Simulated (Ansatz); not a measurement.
# AsH₂ (doublet): the correlation ladder, aug-cc-pVTZ

An exercise on one series of results from a longer session: the logs are not shown, and one member is left open.

Method: aug-cc-pVTZ, core rule «outside noble gas», up to 14 orbitals frozen; program: Ansatz 0.2.0, Gaussian basis.

To be run: UHF; CCSD(T) on ROHF; CCSD(T) on UHF; BCCD(T) on ROHF; CCSDT(Q) on ROHF; CCSDT(Q) on UHF; CASSCF and MRCISD+Q, 7 electrons in 6 orbitals; CASSCF and NEVPT2, 7 electrons in 6 orbitals.

3 further runs of the same task are left out: 3 set aside as unsound or not needed.

## The system

The geometry is a PBE0/def2-TZVPD stationary point (not a proven minimum) of the parent state, kept for this charge and spin. No spin-orbit coupling is included. The filled d shell of As may be among the frozen orbitals whatever the setting's name suggests; the logs give the count.

3 atoms, charge 0, spin multiplicity 2.

Atoms are counted from 1 here; the program's logs count them from 0.

Bond lengths: As1–H2 1.540 Å, As1–H3 1.540 Å. Angles: H2–As1–H3 90.8°.

As a file:

```csv
atom,x (Å),y (Å),z (Å)
As1,0.00000,-0.02833,0.00000
H2,0.00000,1.05285,-1.09726
H3,0.00000,1.05289,1.09722
```

The first run:

The input, in.yaml:

```yaml
crystal:
  periodic: [false, false, false]
  atoms:
    - {symbol: As, position_ang: [0.000000, -0.028329, 0.000001]}
    - {symbol: H, position_ang: [0.000000, 1.052852, -1.097265]}
    - {symbol: H, position_ang: [0.000000, 1.052894, 1.097224]}
basis:
  gaussian: {orbitals: aug-cc-pVTZ}
magnetization: {spin_polarized: true, initial_magnetization: 1}
hamiltonian: {xc: hf}
output: {orbitals: {seedname: orbitals}}
```

Command:

```console
ansatz run in.yaml --threads 1 --pin off --events-out ev --progress --plain --max-ram 4096MiB --backend cpu
```

Among the steps run: UHF; CCSD(T) on ROHF; CCSD(T) on UHF; BCCD(T) on ROHF; CCSDT(Q) on ROHF; CCSDT(Q) on UHF; CASSCF and MRCISD+Q, 7 electrons in 6 orbitals; CASSCF and NEVPT2, 7 electrons in 6 orbitals.

One table of the session follows, with a row left open; its other results are not shown here.

| method | from UCCSDT(Q) (meV) |
| --- | --- |
| ROHF | +4457.5 |
| UHF | +4328.7 |
| RMP2 | +815.2 |
| UMP2 | +833.0 |
| RCCSD | +172.8 |
| UCCSD | +166.1 |
| RCCSD(T) | +29.9 |
| UCCSD(T) | +27.2 |
| BCCD(T) | +30.0 |
| RCCSDT | +8.3 |
| UCCSDT | +4.7 |
| RCCSDT(Q) | ? |
| UCCSDT(Q) | 0 |
| CASSCF valence | +3446.8 |
| NEVPT2 valence | +812.8 |
| MRCISD valence | +222.3 |
| MRCISD+Q valence | +22.5 |

**Question.** Estimate the row for RCCSDT(Q).

**Answer.** from UCCSDT(Q) (meV): +3.5. In the column «from UCCSDT(Q) (meV)» it lies between UCCSDT(Q) (0) and UCCSDT (+4.7).

Among the levels timed on like hardware and quicker than the yardstick, those that no quicker one beats, quickest first: NEVPT2 valence (11 s, +812.8 meV); MRCISD+Q valence (11 s, +22.5 meV).

Limits of these values: Of the multireference levels listed MRCISD+Q valence comes nearest in total energy (+22.5 meV), which doesn't show that its space is the better one. Restricted and unrestricted rows rest on different reference determinants; where their highest levels disagree by more than a few hundredths of an eV, they describe different states and don't form one ladder.
